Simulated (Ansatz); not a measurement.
# Al6Ga26As32: the cost of one run

All numbers are computed with Ansatz 0.2.0 (PAW, plane waves).

## (1) The system as built

64 atoms (6 Al, 26 Ga, 32 As); a = 11.325 Å, b = 11.325 Å, c = 11.325 Å, α = 90.00°, β = 90.00°, γ = 90.00°. All atoms were shaken off their sites by about 0.02 Å along each axis; atoms next to an added one may be pushed further to make room.

Plan of the steps: (2) PBEsol cell relaxation at the single k point (¼, ¼, ¼), on 1 × NVIDIA H100 80GB HBM3 with 4 threads of AMD EPYC 7R13; (3) r²SCAN single point at the single k point (¼, ¼, ¼), on 1 × NVIDIA H100 80GB HBM3 with 4 threads of AMD EPYC 7R13.

## (2) PBEsol relaxation of the cell and the positions

Input file in.yaml:

```yaml
crystal:
  lattice:
    - [11.325357, 0.000000, 0.000000]
    - [0.000000, 11.325357, 0.000000]
    - [0.000000, 0.000000, 11.325357]
  atoms:
    - { symbol: Al, position: [0.001332, 0.000074, 0.004194] }
    - { symbol: Al, position: [0.001579, 0.002458, 0.499392] }
    - { symbol: Al, position: [0.501177, 0.997778, 0.498303] }
    - { symbol: Al, position: [0.497871, 0.500934, 0.499942] }
    - { symbol: Al, position: [0.502365, 0.250808, 0.250059] }
    - { symbol: Al, position: [0.498955, 0.249195, 0.749692] }
    - { symbol: Ga, position: [0.000307, 0.496822, 0.996955] }
    - { symbol: Ga, position: [0.001839, 0.500177, 0.496487] }
    - { symbol: Ga, position: [0.499012, 0.997196, 0.001395] }
    - { symbol: Ga, position: [0.503122, 0.498309, 0.001159] }
    - { symbol: Ga, position: [0.249531, 0.250977, 0.001927] }
    - { symbol: Ga, position: [0.248517, 0.248872, 0.501277] }
    - { symbol: Ga, position: [0.247492, 0.746601, 0.999661] }
    - { symbol: Ga, position: [0.248085, 0.749859, 0.498575] }
    - { symbol: Ga, position: [0.748822, 0.250778, 0.001869] }
    - { symbol: Ga, position: [0.751841, 0.250783, 0.499583] }
    - { symbol: Ga, position: [0.751417, 0.749389, 0.000667] }
    - { symbol: Ga, position: [0.750186, 0.748933, 0.499062] }
    - { symbol: Ga, position: [0.249477, 0.999362, 0.247847] }
    - { symbol: Ga, position: [0.250359, 0.000667, 0.749263] }
    - { symbol: Ga, position: [0.244959, 0.500929, 0.249173] }
    - { symbol: Ga, position: [0.249224, 0.500463, 0.750344] }
    - { symbol: Ga, position: [0.751342, 0.999795, 0.251082] }
    - { symbol: Ga, position: [0.748376, 0.000649, 0.746785] }
    - { symbol: Ga, position: [0.749267, 0.498956, 0.248116] }
    - { symbol: Ga, position: [0.750629, 0.500655, 0.747180] }
    - { symbol: Ga, position: [0.000149, 0.249741, 0.250621] }
    - { symbol: Ga, position: [0.998126, 0.249389, 0.752301] }
    - { symbol: Ga, position: [0.003126, 0.751472, 0.250465] }
    - { symbol: Ga, position: [0.999874, 0.749100, 0.748084] }
    - { symbol: Ga, position: [0.501058, 0.746341, 0.248753] }
    - { symbol: Ga, position: [0.499782, 0.749885, 0.750059] }
    - { symbol: As, position: [0.122521, 0.122896, 0.127771] }
    - { symbol: As, position: [0.124934, 0.124786, 0.623971] }
    - { symbol: As, position: [0.127008, 0.623763, 0.124845] }
    - { symbol: As, position: [0.125776, 0.624240, 0.625425] }
    - { symbol: As, position: [0.626383, 0.123272, 0.126277] }
    - { symbol: As, position: [0.622920, 0.126239, 0.623644] }
    - { symbol: As, position: [0.623530, 0.626138, 0.122461] }
    - { symbol: As, position: [0.622374, 0.625236, 0.623713] }
    - { symbol: As, position: [0.374961, 0.375220, 0.126218] }
    - { symbol: As, position: [0.375322, 0.370714, 0.623227] }
    - { symbol: As, position: [0.378234, 0.875618, 0.124657] }
    - { symbol: As, position: [0.371758, 0.874217, 0.621901] }
    - { symbol: As, position: [0.876770, 0.377463, 0.128093] }
    - { symbol: As, position: [0.876870, 0.377856, 0.623462] }
    - { symbol: As, position: [0.873585, 0.873980, 0.126240] }
    - { symbol: As, position: [0.876707, 0.872759, 0.625848] }
    - { symbol: As, position: [0.375884, 0.126679, 0.376637] }
    - { symbol: As, position: [0.374177, 0.124967, 0.874645] }
    - { symbol: As, position: [0.374750, 0.626618, 0.374884] }
    - { symbol: As, position: [0.373230, 0.625664, 0.875915] }
    - { symbol: As, position: [0.873535, 0.125533, 0.374576] }
    - { symbol: As, position: [0.873973, 0.125692, 0.876596] }
    - { symbol: As, position: [0.872363, 0.623111, 0.375556] }
    - { symbol: As, position: [0.873867, 0.626728, 0.872263] }
    - { symbol: As, position: [0.123778, 0.374922, 0.375372] }
    - { symbol: As, position: [0.123374, 0.375240, 0.877347] }
    - { symbol: As, position: [0.124844, 0.874489, 0.374693] }
    - { symbol: As, position: [0.123590, 0.877661, 0.875702] }
    - { symbol: As, position: [0.623650, 0.375683, 0.374765] }
    - { symbol: As, position: [0.623045, 0.372419, 0.875857] }
    - { symbol: As, position: [0.626569, 0.872540, 0.376084] }
    - { symbol: As, position: [0.624069, 0.873258, 0.876066] }
  symmetry: { detect: false }
kpoints:
  mp_grid: { grid: [1, 1, 1], shift: [0.25, 0.25, 0.25] }
hamiltonian:
  xc: pbesol
scf:
  occupations: { method: fermi_dirac, width: 0.01 }
relax:
  f_tol: 0.03
  max_steps: 80
  escape_saddle: false
  adjacent_minimum: "off"
  cell: { fix: [shape] }
output:
  forces: true
  eigenvalues: true
  populations: true
  write_density: true
  write_potential: true
  elf: true
  volumetric_format: npy
```

Launch:

```
ansatz run in.yaml --threads 4 --pin off --max-ram 42750MiB --runs-dir r --events-out ev --progress --plain --backend cuda --devices 0, --max-vram 37GiB
```

**Question.** How long does this run take on 1 × NVIDIA H100 80GB HBM3 with 4 threads of AMD EPYC 7R13, shared host, and how much memory does it need?

About 8.9 s, with a peak of 1.6 GiB on the host.
